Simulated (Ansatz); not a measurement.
# ClFGeH3Si: the cost of one run

Program: Ansatz 0.2.0, Gaussian basis. Level of theory: the settings change from run to run. These are calculated values, not measurements.

## Step 1: The geometry

An earlier PBE0-D4 in a triple-zeta def2 set relaxation fixed the geometry.

7 atoms, charge 0, spin multiplicity 2.

Atoms are counted from 1 here; the program's logs count them from 0.

Bond lengths: F1–Si2 1.603 Å, Si2–Cl3 2.058 Å, Si2–Ge4 2.405 Å, Ge4–H5 1.534 Å, Ge4–H6 1.535 Å, Ge4–H7 1.537 Å. Angles: F1–Si2–Cl3 106.6°, F1–Si2–Ge4 108.9°, Cl3–Si2–Ge4 108.9°, Si2–Ge4–H5 107.5°, Si2–Ge4–H6 108.8°, Si2–Ge4–H7 110.5°, H5–Ge4–H6 109.8°, H5–Ge4–H7 110.1°, H6–Ge4–H7 110.1°.

Geometry (Å):

```csv
atom,x (Å),y (Å),z (Å)
F1,-0.8792,-2.0203,1.0039
Si2,0.3087,-0.9446,1.0501
Cl3,1.9824,-1.8826,0.3046
Ge4,-0.2557,0.9007,-0.3855
H5,0.9183,1.8878,-0.3503
H6,-1.5216,1.5800,0.1548
H7,-0.4914,0.4108,-1.8234
```

## Step 2: HSE06/cc-pVDZ

Set apart from the defaults: D3(BJ) dispersion, the search for lower states set to full.

File in.yaml:

```yaml
crystal:
  periodic: [false, false, false]
  atoms:
    - {symbol: F, position_ang: [-0.879231, -2.020283, 1.003892]}
    - {symbol: Si, position_ang: [0.308713, -0.944602, 1.050122]}
    - {symbol: Cl, position_ang: [1.982362, -1.882642, 0.304648]}
    - {symbol: Ge, position_ang: [-0.255720, 0.900730, -0.385536]}
    - {symbol: H, position_ang: [0.918323, 1.887812, -0.350275]}
    - {symbol: H, position_ang: [-1.521612, 1.580026, 0.154761]}
    - {symbol: H, position_ang: [-0.491434, 0.410759, -1.823410]}
basis:
  gaussian: {orbitals: cc-pVDZ}
magnetization: {spin_polarized: true, initial_magnetization: 1}
hamiltonian: {xc: {name: HSE06}, dispersion: d3bj}
scf: {lower_state_search: full}
```

Command:

```bash
$ ansatz run in.yaml --threads 4 --pin off --events-out ev --progress --plain --max-ram 10444MiB
```

**Question.** How long does this run take on 4 threads of Arm Neoverse V2, shared host, and how much memory does it need?

About 4.3 s, with a peak of 0.33 GiB.
